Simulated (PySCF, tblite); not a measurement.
# C6H11BrSi2: geometry, infrared bands and NMR shifts

What infrared bands and NMR shifts should C6H11BrSi2 (`C#CC[C@@H]1CC[SiH2][Si@H]1Br`) show?

The runs use tblite 0.8.0 and PySCF 2.14.0, with density-fitted response routines of our own; the level of theory stands in each step. All values are computed, except where a source is named. Atoms count from 0, in the outputs and in this text.

### Step 1. The molecule as given

20 atoms, charge 0, multiplicity 1; geometry from: force field or distance geometry start.

Bonds of the start (Å): C0–C1 1.21, C1–C2 1.44, C2–C3 1.49, C3–C4 1.48, C4–C5 1.53, C5–Si6 1.88, Si6–Si7 2.28, Si7–Br8 2.21, Si7–C3 1.90, C0–H9 1.07, C2–H10 1.12, C2–H11 1.12, C3–H12 1.13, C4–H13 1.13, C4–H14 1.11, C5–H15 1.09, C5–H16 1.10, Si6–H17 1.44, Si6–H18 1.47, Si7–H19 1.46.

### Step 2. Optimising the geometry with GFN2-xTB

What the job is given:

```
{"job": {"kind": "relax", "xc": "GFN2-xTB", "basis": "xTB"}, "charge": 0, "multiplicity": 1}
C      3.327600    -0.134900     0.764800
C      2.313300    -0.798400     0.712900
C      1.131400    -1.627100     0.672500
C     -0.066100    -0.878800     0.194000
C     -0.001400    -0.284500    -1.158900
C     -1.409600     0.114700    -1.604000
Si    -2.051800     1.291100    -0.280200
Si    -0.450700     0.672100     1.215500
Br    -1.249400     0.226300     3.231800
H      4.217500     0.455500     0.796700
H      0.944500    -1.984000     1.718900
H      1.277800    -2.539000     0.044100
H     -0.977300    -1.540300     0.264400
H      0.625400     0.655600    -1.193200
H      0.443300    -1.011800    -1.866000
H     -1.998800    -0.800700    -1.645000
H     -1.396000     0.609500    -2.591900
H     -1.957900     2.676900    -0.641400
H     -3.378100     0.863000     0.187000
H      0.651100     1.635800     1.174900
```

Launch:

```sh
$ OMP_NUM_THREADS=1 python probes_run.py task.json out
```

The driver reads the jobs from task.json and runs them one after another.

Log:

```text
step      E/eV     max force
  0    -705.88654    2.006
  1    -705.98392    3.918
  2    -706.00854    3.211
  3    -706.09400    0.604
  4    -706.12822    0.483
  5    -706.19087    1.177
  6    -706.21896    0.792
  7    -706.23916    0.335
  8    -706.26065    0.574
  9    -706.28865    0.820
 10    -706.31005    0.618
 11    -706.32327    0.259
 12    -706.33207    0.261
 13    -706.33938    0.423
 14    -706.34469    0.303
 15    -706.34793    0.153
 16    -706.35067    0.161
 17    -706.35410    0.312
 18    -706.35794    0.316
 19    -706.36115    0.178
 20    -706.36340    0.102
 21    -706.36537    0.207
 22    -706.36786    0.271
 23    -706.37109    0.222
 24    -706.37462    0.131
 25    -706.37773    0.142
 26    -706.38018    0.172
 27    -706.38221    0.130
 28    -706.38406    0.101
 29    -706.38568    0.098
 30    -706.38701    0.106
 31    -706.38824    0.085
 32    -706.38965    0.095
 33    -706.39134    0.120
 34    -706.39311    0.136
 35    -706.39458    0.119
 36    -706.39562    0.069
 37    -706.39647    0.079
 38    -706.39742    0.097
 39    -706.39847    0.107
 40    -706.39956    0.071
 41    -706.40061    0.081
 42    -706.40160    0.083
 43    -706.40252    0.091
 44    -706.40340    0.062
 45    -706.40436    0.085
 46    -706.40563    0.108
 47    -706.40753    0.127
 48    -706.41017    0.140
 49    -706.41306    0.163
 50    -706.41546    0.129
 51    -706.41722    0.097
 52    -706.41865    0.087
 53    -706.42017    0.102
 54    -706.42213    0.126
 55    -706.42441    0.110
 56    -706.42666    0.119
 57    -706.42857    0.100
 58    -706.43014    0.108
 59    -706.43127    0.207
 60    -706.43281    0.099
 61    -706.43440    0.098
 62    -706.43560    0.111
 63    -706.43679    0.094
 64    -706.43784    0.069
 65    -706.43869    0.071
 66    -706.43940    0.074
 67    -706.44005    0.070
 68    -706.44071    0.059
 69    -706.44133    0.061
 70    -706.44200    0.065
 71    -706.44279    0.061
 72    -706.44365    0.076
 73    -706.44432    0.069
 74    -706.44469    0.036
 75    -706.44492    0.047
 76    -706.44511    0.033
 77    -706.44534    0.035
 78    -706.44549    0.040
 79    -706.44564    0.057
 80    -706.44578    0.050
 81    -706.44593    0.030
 82    -706.44607    0.034
 83    -706.44619    0.044
 84    -706.44631    0.051
 85    -706.44643    0.034
 86    -706.44655    0.023
 87    -706.44667    0.036
 88    -706.44682    0.058
 89    -706.44702    0.065
 90    -706.44723    0.050
 91    -706.44737    0.026
 92    -706.44744    0.017
 93    -706.44749    0.025
 94    -706.44756    0.028
 95    -706.44767    0.032
 96    -706.44778    0.034
 97    -706.44786    0.023
 98    -706.44791    0.015
 99    -706.44794    0.013
100    -706.44797    0.014
101    -706.44800    0.016
102    -706.44803    0.012
103    -706.44805    0.018
104    -706.44808    0.016
105    -706.44810    0.017
106    -706.44811    0.011
107    -706.44813    0.007
```

Wall time 2.2 s (1 thread of Arm Neoverse N1, shared host); peak memory 0.18 GiB.

Relaxation path: (not every step is listed)

```tsv
step	energy from step 0 (eV)	largest force (eV/Å)
0	0.0000	2.0064
1	-0.0974	3.9178
2	-0.1220	3.2106
3	-0.2075	0.6036
4	-0.2417	0.4827
5	-0.3043	1.1769
6	-0.3324	0.7923
7	-0.3526	0.3345
8	-0.3741	0.5737
17	-0.4676	0.3122
26	-0.4936	0.1721
35	-0.5080	0.1187
44	-0.5169	0.0620
53	-0.5336	0.1025
62	-0.5491	0.1109
71	-0.5562	0.0610
80	-0.5592	0.0497
89	-0.5605	0.0645
98	-0.5614	0.0147
102	-0.5615	0.0121
103	-0.5615	0.0179
104	-0.5615	0.0156
105	-0.5616	0.0168
106	-0.5616	0.0109
107	-0.5616	0.0073
```

Distances of close pairs at the start and the end, largest changes first:

```tsv
bond	before (Å)	after (Å)	change (Å)
C3–C4	1.479	1.531	+0.052
C2–C3	1.491	1.534	+0.043
Si7–Br8	2.214	2.252	+0.038
Si6–Si7	2.277	2.313	+0.037
C4–H13	1.130	1.095	-0.035
Si6–H17	1.435	1.466	+0.030
C3–H12	1.128	1.098	-0.030
C5–Si6	1.884	1.914	+0.030
```

The next job starts from the end point, and lists it.

### Step 3. Infrared spectrum with GFN2-xTB

What the job is given:

```
{"job": {"kind": "ir", "xc": "GFN2-xTB", "basis": "xTB"}, "charge": 0, "multiplicity": 1}
C      3.197888     0.244875     0.436609
C      2.340257    -0.578621     0.573139
C      1.278198    -1.551622     0.715716
C     -0.086390    -0.976862     0.314120
C     -0.092297    -0.528940    -1.150237
C     -1.421030     0.119517    -1.550613
Si    -1.851958     1.528306    -0.328974
Si    -0.640254     0.528561     1.369216
Br    -1.807457    -0.294819     3.109820
H      3.966068     0.950341     0.326096
H      1.245935    -1.889935     1.756712
H      1.516013    -2.419303     0.089835
H     -0.822318    -1.784099     0.425091
H      0.723766     0.184584    -1.304422
H      0.108348    -1.388892    -1.798053
H     -2.206134    -0.640540    -1.532070
H     -1.357980     0.472427    -2.580222
H     -1.289940     2.810170    -0.763810
H     -3.299487     1.669949    -0.163718
H      0.493624     1.145885     2.052728
```

Log:

```text
mode    cm-1     km/mol
  1      33.1      2.69
  2      65.9      0.44
  3      83.9      5.04
  4      96.9      5.27
  5     129.9      3.65
  6     200.0      0.41
  7     232.8      3.41
  8     264.4      9.57
  9     301.6      0.78
 10     314.8      0.21
 11     356.0     41.09
 12     409.2      0.73
 13     422.6     11.49
 14     493.1      8.73
 15     527.4     29.73
 16     539.8     86.54
 17     578.2    368.18
 18     629.7    172.83
 19     637.7      4.74
 20     651.3     16.27
 21     676.6    116.27
 22     687.1     20.72
 23     700.0     90.73
 24     773.8     62.39
 25     782.4    221.68
 26     894.8     31.22
 27     931.4     10.32
 28     965.8      9.50
 29    1008.2      3.50
 30    1068.0      2.51
 31    1091.3      4.51
 32    1120.5      4.34
 33    1158.9     18.27
 34    1187.8      3.73
 35    1231.0      1.76
 36    1277.7      0.91
 37    1298.7      0.13
 38    1323.6      0.66
 39    1347.2      2.89
 40    1455.6      7.01
 41    1483.0      2.85
 42    1514.0      2.18
 43    2230.5    303.87
 44    2249.3    136.13
 45    2265.7    354.73
 46    2293.9     19.72
 47    2896.3     52.24
 48    2921.2     24.96
 49    2930.6     61.57
 50    2946.1     33.56
 51    2954.1      8.36
 52    2960.3     67.83
 53    2989.7     27.87
 54    3398.6      3.06
```

Run time: 2 s. Hardware: 1 thread of Arm Neoverse N1, shared host; peak memory 0.18 GiB.

Which atoms move in the most intense modes:

```tsv
cm⁻¹	km/mol	atoms
578	368.2	H19 26 %, H17 22 %, Si7 10 %
630	172.8	H18 22 %, H17 18 %, Si7 13 %
677	116.3	H19 48 %, H9 17 %
700	90.7	H19 22 %, H9 16 %, C5 16 %, C3 11 %
782	221.7	H18 45 %, H17 39 %
2230	303.9	H17 95 %
2249	136.1	H18 89 %
2266	354.7	H19 88 %
```

### Step 4. NMR shieldings: PBE0/pcSseg-1

Settings changed since step 3:

```diff
@@ -1,2 +1,2 @@
-{"job": {"kind": "ir", "xc": "GFN2-xTB", "basis": "xTB"}, "charge": 0, "multiplicity": 1}
+{"job": {"kind": "nmr", "xc": "PBE0", "basis": "pcSseg-1"}, "charge": 0, "multiplicity": 1}
 C      3.197888     0.244875     0.436609
```

Level: GIAO PBE0/pcSseg-1 NMR shielding, non-relativistic, gas phase.

Log:

```text
coarse grid: 78432 points
cycle   1  E = -3387.1637457191  dE = -2.152e-01  |g| = 8.082e-01  |ddm| = 4.355e+00
cycle   2  E = -3387.1623576585  dE =  1.388e-03  |g| = 5.600e-01  |ddm| = 1.075e+00
cycle   3  E = -3387.2211076629  dE = -5.875e-02  |g| = 1.751e-01  |ddm| = 6.964e-01
cycle   4  E = -3387.2290898890  dE = -7.982e-03  |g| = 3.901e-02  |ddm| = 2.185e-01
cycle   5  E = -3387.2294362715  dE = -3.464e-04  |g| = 9.243e-03  |ddm| = 5.227e-02
cycle   6  E = -3387.2294575166  dE = -2.125e-05  |g| = 3.086e-03  |ddm| = 1.343e-02
cycle   7  E = -3387.2294591587  dE = -1.642e-06  |g| = 1.678e-03  |ddm| = 3.926e-03
final grid: 163272 points
cycle   8  E = -3387.2294621044  dE =  2.488e-06  |g| = 3.643e-03  |ddm| = 5.225e-03
cycle   9  E = -3387.2294490073  dE =  1.310e-05  |g| = 8.104e-03  |ddm| = 8.307e-03
cycle  10  E = -3387.2294654144  dE = -1.641e-05  |g| = 1.648e-04  |ddm| = 5.667e-03
cycle  11  E = -3387.2294654222  dE = -7.725e-09  |g| = 1.251e-05  |ddm| = 2.274e-04
cycle  12  E = -3387.2294654222  dE = -3.092e-11  |g| = 6.088e-06  |ddm| = 2.185e-05
converged SCF energy = -3387.2294654222

GIAO shielding tensors (ppm)
atom      isotropic    diamagn.    paramagn.     s11        s22        s33       span
  0 C      109.371     258.048    -148.677     35.489     39.142    253.483    217.993
  1 C       98.189     265.542    -167.353     -3.055      6.023    291.600    294.655
  2 C      165.110     246.417     -81.307    151.562    167.107    176.662     25.100
  3 C      145.895     254.139    -108.244    133.720    142.948    161.018     27.298
  4 C      153.861     249.581     -95.720    128.672    165.029    167.881     39.209
  5 C      174.258     251.646     -77.387    158.883    169.447    194.445     35.562
  6 Si     416.088     880.334    -464.246    384.262    401.665    462.337     78.076
  7 Si     338.197     878.661    -540.465    274.721    360.986    378.883    104.162
  8 Br    2773.052    3124.766    -351.713   2603.608   2812.392   2903.158    299.550
  9 H       30.322      34.510      -4.188     24.652     25.195     41.118     16.465
 10 H       28.644      27.361       1.283     23.641     28.086     34.206     10.565
 11 H       29.061      27.880       1.181     23.597     27.396     36.191     12.593
 12 H       30.402      33.716      -3.314     28.062     28.810     34.334      6.272
 13 H       29.799      33.231      -3.432     24.416     30.060     34.921     10.505
 14 H       29.658      32.108      -2.450     23.575     28.797     36.602     13.026
 15 H       30.579      30.801      -0.222     26.151     27.924     37.662     11.511
 16 H       30.123      29.678       0.444     24.363     27.455     38.549     14.186
 17 H       27.853      29.063      -1.209     24.417     24.994     34.149      9.731
 18 H       27.739      28.659      -0.919     24.205     25.236     33.776      9.571
 19 H       25.770      29.127      -3.357     21.191     25.035     31.083      9.892
```

It took 1.9 min on 1 thread of Arm Neoverse N1, shared host; peak memory 1.1 GiB.

Shifts follow as δ = σ(reference) − σ, with reference shieldings (ppm) from runs at the same level and on the same kind of geometry: ¹H TMS 31.72, ¹³C TMS 186.9, ²⁹Si TMS 349.2, ⁷⁹Br HBr 2622. The references are single molecules in the gas phase.

```tsv
atoms	environment	σ (ppm)	δ (ppm)	δ scaled to CDCl3
C1	alkyne carbon	98.2	88.7	84.7
C0	terminal alkyne carbon	109.4	77.6	73.8
C3	sp3 CH bonded to Si	145.9	41.0	38.1
C4	sp3 CH2 in a ring	153.9	33.1	30.4
C2	propargylic sp3 CH2	165.1	21.8	19.4
C5	sp3 CH2 bonded to Si	174.3	12.7	10.4
H19	hydrogen on a silicon bonded to C, Br, Si, in a 5-membered ring	25.77	5.95	–
H18	hydrogen on a silicon bonded to C, Si, in a 5-membered ring	27.74	3.98	–
H17	hydrogen on a silicon bonded to C, Si, in a 5-membered ring	27.85	3.86	–
H10	hydrogen on a propargylic sp3 CH2	28.64	3.07	3.00
H11	hydrogen on a propargylic sp3 CH2	29.06	2.66	2.61
H14	hydrogen on an sp3 CH2 in a ring	29.66	2.06	2.05
H13	hydrogen on an sp3 CH2 in a ring	29.80	1.92	1.91
H16	hydrogen on an sp3 CH2 bonded to Si	30.12	1.59	1.61
H9	hydrogen on a terminal alkyne carbon	30.32	1.40	1.42
H12	hydrogen on an sp3 CH bonded to Si	30.40	1.31	1.34
H15	hydrogen on an sp3 CH2 bonded to Si	30.58	1.14	1.18
Si7	silicon bonded to C, Br, Si, H, in a 5-membered ring	338.2	11.0	–
Si6	silicon bonded to C, Si, 2 H, in a 5-membered ring	416.1	-66.9	–
Br8	bromine bonded to Si	2773	-151	–
```

The scaled column applies a straight-line fit of computed shieldings to shifts measured in CDCl3, with any fitted terms for Cl, Br or S neighbours (root-mean-square error 0.16 ppm for H, 1.9 ppm for C).

The run also stored atomic charges by several schemes (e):

```tsv
atoms	Mulliken	IAO	Hirshfeld	ESP fit
C0	-0.37	-0.26	-0.12	-0.53
C1	0.13	-0.03	-0.03	0.17
C2	-0.06	-0.27	-0.05	-0.50
C3	-0.56	-0.36	-0.11	0.16
C4	-0.21	-0.25	-0.07	0.07
C5	-0.48	-0.52	-0.15	-0.38
Si6	0.34	0.45	0.25	0.42
Si7	0.61	0.55	0.25	-0.08
Br8	-0.39	-0.28	-0.14	-0.16
```

Mayer bond orders: C0–C1 2.57, C1–C2 1.05, C2–C3 1.05, C3–C4 0.99, C4–C5 1.04, C5–Si6 0.91, Si6–Si7 0.91, Si7–Br8 0.88, Si7–C3 0.85.

Ring of atoms C3, C4, C5, Si6, Si7: NICS(0) -3.8, NICS(1) -3.4, NICS(1)zz -0.1 ppm (means of both faces).

### Step 5. Outcome

```
                                 quantity                                                                 value
strongest single infrared mode (GFN2-xTB)                                                  578 cm⁻¹, 368 km/mol
             zero-point energy (GFN2-xTB)                                                         91.5 kcal/mol
   ¹³C shifts against TMS (PBE0/pcSseg-1)                                88.7, 77.6, 41.0, 33.1, 21.8, 12.7 ppm
    ¹H shifts against TMS (PBE0/pcSseg-1)  5.95, 3.98, 3.86, 3.07, 2.66, 2.06, 1.92, 1.59, 1.40, 1.31, 1.14 ppm
  ²⁹Si shifts against TMS (PBE0/pcSseg-1)                                                       11.0, -66.9 ppm
  ⁷⁹Br shifts against HBr (PBE0/pcSseg-1)                                                              -151 ppm
```

Over 107 steps the energy fell by 0.562 eV; of the close pairs, C3–C4 changed most, 1.479 to 1.531 Å. No mode is imaginary among the 54: a minimum at this level. The strongest single mode, at 578 cm⁻¹, is spread over many atoms; the largest shares are those of H19, H17. Unscaled tight-binding wavenumbers are off by several per cent, some by more. Its intensities can rank the bands wrongly. Spin-orbit coupling is left out, which matters for shieldings and couplings at and beside the heavy atoms.
